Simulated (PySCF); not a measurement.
# F4H6N2Ti (cis-Ti(NH3)2F4): the cost of one run

The runs use PySCF 2.14.0, with density-fitted response routines of our own; the level of theory stands in each step. All values are computed, except where a source is named. Atoms count from 0, in the outputs and in this text.

## Step 1: Starting geometry

13 atoms, charge 0, multiplicity 1; geometry from: GFN2-xTB. The atoms were then displaced at random by about 0.03 Å, so the start is not that level's minimum.

Bonds of the start (Å): Ti0–N1 2.30, Ti0–F5 1.76, Ti0–N6 2.28, Ti0–F10 1.83, Ti0–F11 1.81, Ti0–F12 1.60, N1–H2 1.06, N1–H3 1.09, N1–H4 1.01, N6–H7 1.03, N6–H8 1.01, N6–H9 1.01.

## Step 2: Optimising the geometry at PBE0-D3(BJ)/def2-SVP

What the job is given:

```
{"job": {"xc": "PBE0", "basis": "def2-SVP", "d3": "d3bj", "grid": 1, "maxiter": 40, "shake": 0.03, "kind": "geom"}, "charge": 0, "multiplicity": 1}
Ti    -0.622740    -0.068580    -0.674640
N     -0.760640    -0.028530     1.617860
H     -1.812350     0.065010     1.708580
H     -0.195590     0.777340     2.076630
H     -0.452050    -0.910490     2.012780
F     -0.530930     0.043610    -2.427190
N      1.658790    -0.000250    -0.732140
H      1.790300    -0.097290    -1.752470
H      2.083300    -0.750830    -0.200970
H      2.043910     0.881270    -0.428150
F     -2.444630    -0.005930    -0.506740
F     -0.314040     1.673010    -0.292480
F     -0.412710    -1.630440    -0.378850
```

Run with:

```
$ OMP_NUM_THREADS=1 python probes_run.py task.json out
```

This one command runs all jobs of the session in turn.

**Question.** How long does this first job take on 1 thread of Intel Xeon 6975P-C, shared host, and how much memory does it need?

About 1.8 min, with a peak of 0.57 GiB.
